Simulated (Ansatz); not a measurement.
# ZnH (F-43m) in Ansatz: further runs

One crystal, ZnH, is run at these levels: LDA; tasks: relaxation of cell and atoms.

Program: Ansatz 0.2.0. These are calculated values, not measurements. Logs are shortened: lines on timing, memory, paths and dates and some standing lists are left out, and cuts for length are marked.

## Step 1: The structure

Symmetry: F-43m, No. 216, cubic system. The conventional cell has a = 4.669 Å, b = 4.669 Å, c = 4.669 Å, α = 90.00°, β = 90.00°, γ = 90.00°. Around Zn (site symmetry -43m) lie 4 H at 2.02 Å. H (site symmetry -43m) has 4 Zn at 2.02 Å as nearest neighbours.

The cell was built by a generator and needn't be a form met in nature.

## Step 2: Relaxation of cell and atoms, LDA, target pressure 5 GPa, at which the enthalpy is minimised

Input file input.yaml:

```yaml
crystal:
  lattice:
    - [0.0, 2.33470761, 2.33470761]
    - [2.33470761, 0.0, 2.33470761]
    - [2.33470761, 2.33470761, 0.0]
  atoms:
    - { symbol: Zn, position: [0.0, 0.0, 0.0] }
    - { symbol: H, position: [0.25, 0.25, 0.25] }
hamiltonian:
  xc: lda
  pseudopotentials: { kind: paw }
kpoints:
  mp_grid: { grid: [10, 10, 10] }
scf:
  occupations: { method: fermi_dirac, width: 0.05 }
output:
  forces: true
  stress: true
  eigenvalues: true
  write_density: true
  write_potential: true
  elf: true
  volumetric_format: npy
relax:
  f_tol: 0.01
  max_steps: 40
  cell: { stress_tol: 0.05, p_target: 5.0 }
```

Potentials or basis: Ansatz PAW.

On the command line:

```sh
ansatz run input.yaml --threads 2 --pin off --max-ram 5632MiB --backend cpu --events-out ev --progress --plain --runs-dir out
```

The log of the run:

```text
Warning: RAYON_NUM_THREADS=2 ignored (pool sized by the plan → 2); use --threads N
Engine: ansatz 0.2.0, aarch64-unknown-linux-gnu
Pseudopotentials: kind: paw
Pseudopotential: Zn, paw, valence charge 12, recommended cutoff 420 eV (normal), Zn.paw.azcp
Pseudopotential: H, paw, valence charge 1, recommended cutoff 420 eV (normal), H.paw.azcp
Functional definition: SPW92
  exchange = slater_x
  correlation = pw_c
Crystal: 2 atoms, lattice volume = 25.452 Å³
Basis set: ecut = 420 eV, 531 PW (Γ)
Bands: 11, of which v1, the nominal top of the filled ones, is band 7 counted from 1 (6 counted from 0)
Symmetry: 24 space group operations
Space group: F-43m (ITA 216), of the structure as read, at distance tolerance 2.9e-5 Å
k-points: 47 of 1000 (time reversal used)
Non-local potential: Zn, projectors of the file, l = 0: 2, l = 1: 2, l = 2: 3, l = 3: 1
Non-local potential: H, projectors of the file, l = 0: 2, l = 1: 1
PAW form: soft (Blöchl's): semilocal exchange-correlation on the pseudo side does not see the compensation charge
PAW frozen core: Zn, regenerated for the run's functional, and the local potential with it (the file was generated under x = pbe(κ = 0.804, μ = 0.2195149727645171), c = pbe(β = 0.06672455060314922))
PAW one-centre angular grid: Zn, 590 points (default); XC on 64 Gauss nodes
PAW one-centre angular grid: H, 110 points (default); XC on 64 Gauss nodes
Initial density: superposition of atomic densities (neutral atoms: chi_scale 0, normalization atom), corrected by the library's trained network
Initial wavefunctions: pseudopotential atomic-orbital guess
Functional: x = slater, c = lda
SCF iter   1: F=—  HF=-3260.788514 eV  |F-HF|=—  |Δ(HF+E_count)|=         —  Δρ=1.59e-2  dr2=4.72e-2  ethr=1.77e-3  ⟨swp⟩=5.8  Hψ=3141  notcnv=0
preconditioner: auto → none  [insulator: Δε(μ)=0.138 eV  Ē_g=13.943 eV  σ=0.050 eV  W_gap=0.59  n_scr=8 (ndim 8)  ℏωp=26.5 eV  f_vac=0.000  D(μ)=0.49/eV (n_scr^D=0)  ε∞_Penn≈4.6]
SCF iter   2: F=—  HF=-3260.771892 eV  |F-HF|=—  |Δ(HF+E_count)|=   1.66e-2  Δρ=3.70e-3  dr2=2.69e-3  ethr=3.63e-4  ⟨swp⟩=2.0  Hψ=1087  notcnv=0  defer=16
SCF iter   3: F=—  HF=-3260.771308 eV  |F-HF|=—  |Δ(HF+E_count)|=   5.84e-4  Δρ=2.98e-3  dr2=1.12e-3  ethr=2.07e-5  ⟨swp⟩=2.0  Hψ=951  notcnv=0  defer=16
SCF iter   4: F=—  HF=-3260.770896 eV  |F-HF|=—  |Δ(HF+E_count)|=   4.12e-4  Δρ=4.90e-4  dr2=2.78e-5  ethr=8.60e-6  ⟨swp⟩=2.0  Hψ=757  notcnv=0  defer=16
SCF iter   5: F=—  HF=-3260.770893 eV  |F-HF|=—  |Δ(HF+E_count)|=   3.34e-6  Δρ=1.41e-5  dr2=3.22e-8  ethr=2.14e-7  ⟨swp⟩=1.1  Hψ=563  notcnv=0  defer=16
SCF iter   6: F=-3260.770893 eV  HF=-3260.770893 eV  |F-HF|=3.98e-10  |Δ(HF+E_count)|=   2.00e-8  Δρ=3.52e-6  dr2=1.64e-9  ethr=2.47e-10  ⟨swp⟩=9.6  Hψ=3526  notcnv=0
SCF 1 converged in 6 iterations: F = -3260.770893 eV  dr2 = 1.64e-9
relax step   1: F+E_penalty+E_count = -3260.77089291 eV  Δ(F+E_penalty+E_count) = +0.000e0 eV  max|allowed force component| = 2.955e-16 eV/Å  Δτ_max = 0.0000 Å  P = -9.663 GPa  Ω = 25.452 Å³  (6 SCF iters, dr2 threshold 1.00e-7 eV, accepted)
[... 53 lines left out ...]
SCF iter   2: F=—  HF=-3260.969815 eV  |F-HF|=—  |Δ(HF+E_count)|=   6.39e-6  Δρ=3.35e-4  dr2=5.77e-6  ethr=3.94e-8  ⟨swp⟩=2.0  Hψ=801  notcnv=0
SCF iter   3: F=—  HF=-3260.969818 eV  |F-HF|=—  |Δ(HF+E_count)|=   2.73e-6  Δρ=1.18e-4  dr2=9.57e-7  ethr=3.94e-8  ⟨swp⟩=2.0  Hψ=778  notcnv=0
SCF iter   4: F=—  HF=-3260.969817 eV  |F-HF|=—  |Δ(HF+E_count)|=   3.53e-7  Δρ=9.89e-6  dr2=3.11e-9  ethr=7.36e-9  ⟨swp⟩=2.0  Hψ=810  notcnv=0
SCF iter   5: F=—  HF=-3260.969817 eV  |F-HF|=—  |Δ(HF+E_count)|=   4.08e-9  Δρ=4.87e-7  dr2=1.21e-11  ethr=1.00e-12  ⟨swp⟩=4.7  Hψ=2514  notcnv=0
SCF iter   6: F=-3260.969817 eV  HF=-3260.969817 eV  |F-HF|=9.09e-13  |Δ(HF+E_count)|=  9.09e-13  Δρ=8.51e-8  dr2=1.91e-13  ethr=1.00e-12  ⟨swp⟩=5.0  Hψ=1902  notcnv=0
SCF 6 converged in 6 iterations: F = -3260.969817 eV  dr2 = 1.91e-13
relax step   6: F+E_penalty+E_count = -3260.96981744 eV  Δ(F+E_penalty+E_count) = +2.812e-3 eV  max|allowed force component| = 1.481e-16 eV/Å  Δτ_max = 0.0000 Å  P = +4.955 GPa  Ω = 18.426 Å³  stress off target by 4.53e-2 GPa  SCF on the basis re-selected at this cell (its energy is not comparable with the rows above)  (6 SCF iters)
basis re-selected at this cell: Δ(F+E_penalty+E_count) = +2.812e-3 eV, ΔP = -0.055 GPa vs the last step (what re-selecting the basis moved, of the pressure what is left beyond the Pulay correction that the steps carried, after the strain that the cell walked since its last selection, with what the two solves' SCF thresholds leave and, on support functions, any second-order correction that the steps lacked; it is no measure of the basis error at this ecutwfc). The dense FFT grid was sized anew with the basis: this SCF ran on 20×20×20 points, the steps before it on 24×24×24, so part of this shift can come from that change (see relax.cell in the input reference). This SCF's stress stands 4.53e-2 GPa from its target on what of the cell is left free (relax.cell.stress_tol is 5.00e-2 GPa) and its largest allowed force component is 1.48e-16 eV/Å (relax.f_tol is 1.00e-2 eV/Å): within both
SCF converged after 6 iterations
Free energy (F): -3260.969817 eV
Harris-Foulkes:  -3260.969817 eV  (|F-HF|=9.09e-13)
Internal energy: -3260.961434 eV  (E = F + TS)
E sigma→0 (E₀):  -3260.965626 eV
Entropy (-TS):   -0.008383 eV (-4.192 meV/atom)
Fermi energy:    9.666558 eV
--- Per-component energies (eV) ---
  E_band       = 28.739568
  E_kinetic    = 145.675623
  E_local      = -1627.079558  (includes V_loc(G=0)·N_el)
  E_nonlocal   = 615.251272
  E_hartree    = 677.282579
  E_xc         = -145.329288
  E_vxc        = -66.207887  (∫ρ·V_xc dr)
  E_paw        = -1753.648917  (= ΣΔE_a)
  E_vpaw       = -393.463446  (= ΣTr[D̂ρ^β])
  E_aug_tail   = -0.001592  (compensation charges beyond the density's cutoff)
  E_ewald      = -1174.668695
  E_core_change = 1.557141  (= ΣΔE_core)
  E_smearing   = -0.008383  (= −TS)
  E_closure    = -0.000000  (closes the sum)
  Σ components = -3260.969817   (vs F -3260.969817, Δ=0.00e0)
--- Forces (eV/Å), atoms counted from 1 ---
  atom   1  Zn     0.00000000     0.00000000    -0.00000000
  atom   2  H     -0.00000000    -0.00000000    -0.00000000
  max |Σ_I F_I| component: 2.96e-16 eV/Å
--- Stress (GPa, compression-positive) ---
        4.954740       0.000000       0.000000
        0.000000       4.954740      -0.000000
        0.000000      -0.000000       4.954740
  P = ⅓ Tr σ = 4.9547 GPa (49.547 kbar)
--- Band table (eV; the first three rows and the last of 47) ---
  k-point 0: bands = ["-2.6549", "1.5096", "1.5096", "1.5096", "1.8563", "1.8563", "16.7359", "23.8500", "23.8500", "23.8500", "25.7608"]
  k-point 1: bands = ["-2.4202", "1.4864", "1.5351", "1.5351", "1.8506", "1.8506", "16.1996", "21.2918", "23.0201", "23.0201", "26.9104"]
  k-point 2: bands = ["-1.7581", "1.4745", "1.5801", "1.5801", "1.8590", "1.8590", "14.0882", "19.5630", "21.9853", "21.9853", "27.6566"]
  k-point 46: bands = ["0.4136", "1.3128", "1.5808", "1.9001", "2.0835", "5.5426", "9.8198", "10.7543", "12.2006", "22.6122", "25.7248"]
--- Relaxed structure (5 steps of the walk, 5 accepted, 1 SCFs on fresh bases) ---
  F+E_penalty+E_count = -3260.96981744 eV   max|allowed force component| = 1.481e-16 eV/Å   (the final SCF, on the basis selected at the relaxed cell)
  cell:  # Å, volume = 18.4258 Å³
    - [-1.345179112138429e-32, 2.0963567453078604, 2.0963567453078604]
    - [2.0963567453078604, 4.80238299707943e-33, 2.0963567453078604]
    - [2.0963567453078604, 2.0963567453078604, -1.1337254283287805e-33]
  atoms:
    - { symbol: Zn, position: [-3.423387680313008e-33, 2.3372526331454272e-33, 3.272153686403598e-33] }
    - { symbol: H, position: [0.25, 0.25, 0.25] }
```

It took 5.4 s on 2 threads of Arm Neoverse V2, shared host; peak memory 0.29 GiB.

Results:

```
Free energy                                            : -3260.9698 eV
Relaxed volume                                         : 9.21 Å³/atom
Relaxed cell                                           : a = 2.965 Å, b = 2.965 Å, c = 2.965 Å, α = 60.00°, β = 60.00°, γ = 60.00°
Space group after relaxing (to 0.05 Å)                 : F-43m (No. 216)
Energy change on relaxing (the enthalpy is what falls) : -99.5 meV/atom
Ionic steps                                            : 6
Pressure after relaxing                                : 5.0 GPa
Band gap on the k mesh                                 : none (metal or under the smearing width)
```

Step by step:
```
step  energy change (eV)  largest force (eV/Å)  volume (Å³)
   1              0.0000                0.0000        25.45
   2             -0.1771                0.0000        21.91
   3             -0.2093                0.0000        18.71
   4             -0.1990                0.0000        18.34
   5             -0.2017                0.0000        18.43
   6             -0.1989                0.0000        18.43
```

Final structure:
```cif
data_structure
_symmetry_space_group_name_H-M 'P 1'
_symmetry_Int_Tables_number 1
_cell_length_a 2.9647
_cell_length_b 2.9647
_cell_length_c 2.9647
_cell_angle_alpha 60.000
_cell_angle_beta 60.000
_cell_angle_gamma 60.000
_cell_volume 18.43
loop_
_atom_site_label
_atom_site_type_symbol
_atom_site_fract_x
_atom_site_fract_y
_atom_site_fract_z
_atom_site_occupancy
Zn1 Zn 0.00000 0.00000 0.00000 1
H1 H 0.25000 0.25000 0.25000 1
```

Caveat: the volume moved by over 15 % at a fixed basis, so the end points are rough; the plane-wave basis is chosen anew once the cell has moved, so the energies of steps on either side of that aren't comparable; the PAW data sets come from PBE, with cores solved anew for the run's functional, which leaves a small shift of forces and pressure.

## Step 3: Relaxation of cell and atoms, LDA, target pressure 10 GPa, at which the enthalpy is minimised

input.yaml, as its differences from that of step 2:

```diff
@@ -19,6 +19,2 @@
   eigenvalues: true
-  write_density: true
-  write_potential: true
-  elf: true
-  volumetric_format: npy
 relax:
@@ -26,2 +22,2 @@
   max_steps: 40
-  cell: { stress_tol: 0.05, p_target: 5.0 }
+  cell: { stress_tol: 0.05, p_target: 10.0 }
```

Potentials or basis: Ansatz PAW.

On the command line:

```sh
ansatz run input.yaml --threads 2 --pin off --max-ram 5632MiB --backend cpu --events-out ev --progress --plain --runs-dir out
```

Wall time 5.9 s (2 threads of Arm Neoverse V2, shared host); peak memory 0.28 GiB.

Results (log left out):

```
Free energy                                            : -3260.9276 eV
Relaxed volume                                         : 8.75 Å³/atom
Relaxed cell                                           : a = 2.914 Å, b = 2.914 Å, c = 2.914 Å, α = 60.00°, β = 60.00°, γ = 60.00°
Space group after relaxing (to 0.05 Å)                 : F-43m (No. 216)
Energy change on relaxing (the enthalpy is what falls) : -78.4 meV/atom
Ionic steps                                            : 7
Pressure after relaxing                                : 10.0 GPa
Band gap on the k mesh                                 : none (metal or under the smearing width)
```

Step by step:
```tsv
step	energy change (eV)	largest force (eV/Å)	volume (Å³)
1	0.0000	0.0000	25.45
2	-0.1771	0.0000	21.91
3	-0.2093	0.0000	18.71
4	-0.1252	0.0000	17.02
5	-0.1591	0.0000	17.49
6	-0.1600	0.0000	17.51
7	-0.1567	0.0000	17.51
```

Final structure:
```
Zn H
1.0
     0.00000    2.06085    2.06085
     2.06085    0.00000    2.06085
     2.06085    2.06085    0.00000
Zn H
1 1
Cartesian
  0.0000 0.0000 0.0000
  1.0304 1.0304 1.0304
```

Levels at points of the mesh, in eV from the Fermi level:
```
             k point  band 3  band 4  band 5  band 6  band 7  band 8  band 9  band 10
  (0.00, 0.00, 0.00)   -8.37   -8.37   -7.99   -7.99    7.23   14.69   14.69    14.69
 (0.00, 0.00, -0.50)   -8.34   -7.78   -7.78   -6.23   -3.41    9.48   11.39    11.39
(0.00, -0.50, -0.50)   -7.77   -7.74   -7.74   -5.59   -0.52    5.60    5.60     6.03
```

Caveat: the volume moved by over 15 % at a fixed basis, so the end points are rough; the plane-wave basis is chosen anew once the cell has moved, so the energies of steps on either side of that aren't comparable; the PAW data sets come from PBE, with cores solved anew for the run's functional, which leaves a small shift of forces and pressure.
